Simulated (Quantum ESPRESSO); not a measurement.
The system is BiTe.

```
Bi Te
1.0
     2.42271    1.39875    3.31729
    -2.42271    1.39875    3.31729
     0.00000   -2.79750    3.31729
Bi Te
1 1
Direct
  0.50000 0.50000 0.50000
  0.00000 0.00000 0.00000
```

The cell comes from a database or a generator and needn't be the stable form of this composition.

Base run:

```yaml
Program: Quantum ESPRESSO 7.5
Functional: PBEsol
Potentials_or_basis: PseudoDojo 0.4.1 SR PBEsol standard
Cutoff: 1088 eV
Density_cutoff: 4354 eV
k_mesh: 7 × 7 × 7
Occupations: fermi-dirac, width 0.05 eV
Spin: no spin polarisation
```

Its results: band gap on the k mesh none (metal or under the smearing width); pressure -2.3 GPa.

Task: The run is repeated on the same cell with these changes: functional from PBEsol to LDA; potentials or basis from PseudoDojo 0.4.1 SR PBEsol standard to PseudoDojo 0.4.1 SR LDA standard. What comes out?

Result: Band gap on the k mesh none (metal or under the smearing width); pressure -3.4 GPa.

Caveats: spin-orbit coupling is left out, which moves the levels of the heavy elements.
